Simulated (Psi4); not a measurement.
**InF (SMILES [F][In]): CCSD/def2-SVP (core potential, sweep point 2)**

What is the vertical ionisation energy of InF at CCSD/def2-SVP (core potential, sweep point 2)? Input form: a Python script.

The results are computed with Psi4 1.11.

## 1. The molecule

The species is InF (2 atoms), meant as a singlet with charge 0. SMILES: `[F][In]`. The shape comes from GFN2-xTB, which is rough for such elements, and wasn't checked as a minimum.

Bond lengths: F1–In2 2.025 Å.

## 2. The energy at CCSD/def2-SVP (core potential, sweep point 2)

run.py reads:

```python
import psi4

psi4.set_memory(1600000000)
psi4.set_num_threads(1)
psi4.core.set_output_file('run.log', False)

m = psi4.geometry("""
0 1
F      0.00000000     0.00000000     0.00000000
In     0.00000000     0.00000000     3.82762137
units au
symmetry c1
""")

psi4.set_options(dict(basis='def2-SVP', puream=True, scf_type='pk', num_frozen_docc=5))

energy_value, wavefunction = psi4.energy('ccsd', return_wfn=True)
print('E =', round(energy_value, 9))
```

Run with:

```bash
python run.py
```

run.log:

```text
[...]
    !!!  WARNING: ECP capability is in beta. Please check occupations closely.  !!!
[...]
  Running in c1 symmetry.
[...]
  Nuclear repulsion =   49.377924755394496
[...]
  Multiplicity = 1
[...]
  Nalpha       = 15
  Nbeta        = 15
[...]
    Number of basis functions: 40
[...]
   @RHF iter   1:  -288.53244589830513   -1.60176e+00   1.17380e-02 DIIS/ADIIS
[...]
   @RHF iter  10:  -288.61905845271525   -3.92220e-12   4.67516e-09 DIIS
[...]
    Orbital Energies [Eh]
    ---------------------
    Doubly Occupied:
       1A    -26.156471     2A     -5.385711     3A     -3.641923
       4A     -3.641923     5A     -3.634386     6A     -1.403589
       7A     -1.029220     8A     -1.029220     9A     -1.022005
      10A     -1.022005    11A     -1.018933    12A     -0.559304
      13A     -0.520766    14A     -0.520766    15A     -0.350112
[...]
  @RHF Final Energy:  -288.61905845271525
   => Energetics <=
    Nuclear Repulsion Energy =             49.3779247553944955
    One-Electron Energy =                -574.1212964353333064
    Two-Electron Energy =                 236.1243132272236096
    Total Energy =                       -288.6190584527151941
[...]
 Multipole Moments:
 ------------------------------------------------------------------------------------
     Multipole            Electronic (a.u.)      Nuclear  (a.u.)        Total (a.u.)
 ------------------------------------------------------------------------------------
 L = 1.  Multiply by 2.5417464519 to convert [e a0] to [Debye]
 Dipole X            :         -0.0000000            0.0000000           -0.0000000
 Dipole Y            :          0.0000000            0.0000000            0.0000000
 Dipole Z            :         19.4693218          -18.1564068            1.3129149
 Magnitude           :                                                    1.3129149
[...]
      * MP2 total energy                      = -288.873959443534204
[...]
      * CCSD total energy                     = -288.885657587231606
```

Standard output:

```text
E = -288.885657587
```

Run time: 2.9 s. Hardware: 1 thread of Intel Xeon 6975P-C (Granite Rapids), shared host; peak memory 0.2 GiB.

## 3. The doublet cation, same level

run.py reads:

```python
import psi4

psi4.set_memory('1600 MB')
psi4.set_num_threads(1)
psi4.set_output_file('run.log', False)

mol = psi4.geometry("""
1 2
F      0.00000000     0.00000000     0.00000000
In     0.00000000     0.00000000     3.82762137
units bohr
symmetry c1
""")

psi4.set_options({
    'reference': 'uhf',
    'puream': True,
    'scf_type': 'pk',
    'num_frozen_docc': 5,
    'maxiter': 150,
})

E, wfn = psi4.energy("ccsd/def2-SVP", molecule=mol, return_wfn=True)
print(f'ccsd/def2-SVP energy: {E:.10f} Eh')
```

Run with:

```bash
python run.py
```

run.log:

```text
[...]
    !!!  WARNING: ECP capability is in beta. Please check occupations closely.  !!!
[...]
  Running in c1 symmetry.
[...]
  Nuclear repulsion =   49.377924755394496
[...]
  Multiplicity = 2
[...]
  Nalpha       = 15
  Nbeta        = 14
[...]
    Number of basis functions: 40
[...]
   @UHF iter   1:  -288.18091096417572   -1.25023e+00   1.13535e-02 DIIS/ADIIS
[...]
   @UHF iter  15:  -288.28968982730663   -9.09495e-13   4.17458e-09 DIIS
[...]
   @S^2 Observed:                8.006647600E-01
[...]
    Orbital Energies [Eh]
    ---------------------
    Alpha Occupied:
       1A    -26.485815     2A     -5.703390     3A     -3.958498
       4A     -3.958498     5A     -3.952494     6A     -1.728508
       7A     -1.344518     8A     -1.344518     9A     -1.338925
      10A     -1.338925    11A     -1.337436    12A     -0.894098
      13A     -0.827462    14A     -0.827462    15A     -0.671155
    Alpha Virtual:
      16A     -0.207464    17A     -0.207464    18A     -0.121729
      19A      0.026492    20A      0.069646    21A      0.069646
      22A      0.128029    23A      0.219493    24A      0.219493
      25A      0.261009    26A      0.261009    27A      0.373469
[...]
  @UHF Final Energy:  -288.28968982730663
   => Energetics <=
    Nuclear Repulsion Energy =             49.3779247553944955
    One-Electron Energy =                -564.9454171339309596
    Two-Electron Energy =                 227.2778025512299109
    Total Energy =                       -288.2896898273065744
  UHF NO Occupations:
  HONO-2 :   13  A 1.9998039
  HONO-1 :   14  A 1.9752290
[...]
 Multipole Moments:
 ------------------------------------------------------------------------------------
     Multipole            Electronic (a.u.)      Nuclear  (a.u.)        Total (a.u.)
 ------------------------------------------------------------------------------------
 L = 1.  Multiply by 2.5417464519 to convert [e a0] to [Debye]
 Dipole X            :         -0.0000000            0.0000000           -0.0000000
 Dipole Y            :          0.0000000            0.0000000            0.0000000
 Dipole Z            :         19.9438463          -18.1564068            1.7874395
 Magnitude           :                                                    1.7874395
[...]
      * MP2 total energy                      = -288.522460464681330
[...]
      * CCSD total energy                     = -288.531611452204572
```

On the terminal:

```text
ccsd/def2-SVP energy: -288.5316114522 Eh
```

Wall time 4.2 s (1 thread of Intel Xeon 6975P-C (Granite Rapids), shared host); peak memory 0.21 GiB.

## 4. What came out

Level: CCSD/def2-SVP (core potential, sweep point 2), 5 core orbitals frozen.

| quantity | value |
| --- | --- |
| singlet InF: total energy | -288.88566 Eh |
| singlet InF: HOMO energy (Hartree–Fock orbitals) | -9.53 eV |
| singlet InF: LUMO energy (Hartree–Fock orbitals) | 0.77 eV |
| singlet InF: HOMO–LUMO gap (Hartree–Fock orbitals) | 10.30 eV |
| singlet InF: correlation energy (5 core orbitals frozen) | -266.6 mEh |
| singlet InF: T1 diagnostic | 0.016 |
| doublet cation: total energy | -288.53161 Eh |
| doublet cation: HOMO energy (Hartree–Fock orbitals) (highest over α and β) | -18.26 eV |
| doublet cation: LUMO energy (Hartree–Fock orbitals) (lowest over α and β) | -8.27 eV |
| doublet cation: correlation energy (5 core orbitals frozen) | -241.9 mEh |
| doublet cation: ⟨S²⟩ of the reference determinant | 0.801 |
| doublet cation: T1 diagnostic | 0.030 |
| vertical ionisation energy (to the doublet cation) | 9.634 eV |

What this shows: The vertical ionisation energy comes to 9.63 eV (930 kJ/mol).
